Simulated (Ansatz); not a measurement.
# C2H6AlO2: the cost of one run

Computed with Ansatz 0.2.0, Gaussian basis. Level: the settings change from run to run.

## (1) The molecule

An earlier PBE0-D4 in a triple-zeta def2 set relaxation fixed the geometry.

SMILES `C[O][Al][O]C`, 11 atoms, charge 0, spin multiplicity 2.

Atoms are counted from 1 here; the program's logs count them from 0.

Bond lengths: C1–O2 1.396 Å, C1–H6 1.095 Å, C1–H7 1.097 Å, C1–H8 1.095 Å, O2–Al3 1.685 Å, Al3–O4 1.685 Å, O4–C5 1.396 Å, C5–H9 1.095 Å, C5–H10 1.095 Å, C5–H11 1.097 Å. Angles: O2–C1–H6 110.1°, O2–C1–H7 112.7°, O2–C1–H8 110.2°, H6–C1–H7 107.9°, H6–C1–H8 107.9°, H7–C1–H8 108.0°, C1–O2–Al3 141.0°, O2–Al3–O4 124.6°, Al3–O4–C5 140.8°, O4–C5–H9 110.1°, O4–C5–H10 110.1°, O4–C5–H11 112.7°, H9–C5–H10 107.9°, H9–C5–H11 107.9°, H10–C5–H11 107.9°.

## (2) B97/cc-pVDZ

This run has a grid of angular degree 47, relativity set to scalar, high accuracy.

in.yaml reads:

```yaml
crystal:
  periodic: [false, false, false]
  atoms:
    - {symbol: C, position_ang: [-0.551085, 1.836357, -0.719517]}
    - {symbol: O, position_ang: [0.413439, 1.091445, -1.400528]}
    - {symbol: Al, position_ang: [1.228671, -0.380600, -1.319768]}
    - {symbol: O, position_ang: [1.002358, -1.534798, -0.113351]}
    - {symbol: C, position_ang: [0.261295, -1.754044, 1.049382]}
    - {symbol: H, position_ang: [-1.392220, 2.060567, -1.383919]}
    - {symbol: H, position_ang: [-0.945515, 1.313148, 0.159971]}
    - {symbol: H, position_ang: [-0.125629, 2.787922, -0.383571]}
    - {symbol: H, position_ang: [-0.354882, -2.652812, 0.940179]}
    - {symbol: H, position_ang: [0.932475, -1.908316, 1.900898]}
    - {symbol: H, position_ang: [-0.403607, -0.915868, 1.290825]}
basis:
  gaussian: {orbitals: cc-pVDZ, final_grid: {core_spheres: 20, valence_spheres: 16, degree: 47}}
magnetization: {spin_polarized: true, initial_magnetization: 1}
hamiltonian: {xc: {name: B97}, pseudopotentials: {relativity: scalar}}
accuracy: high
output: {forces: true}
```

Command:

```sh
> ansatz run in.yaml --threads 2 --pin off --events-out ev --progress --plain --max-ram 32768MiB --backend cpu
```

What time and memory should one allow on 2 threads of AMD EPYC 7R13, shared host?

About 11 s, with a peak of 0.63 GiB.
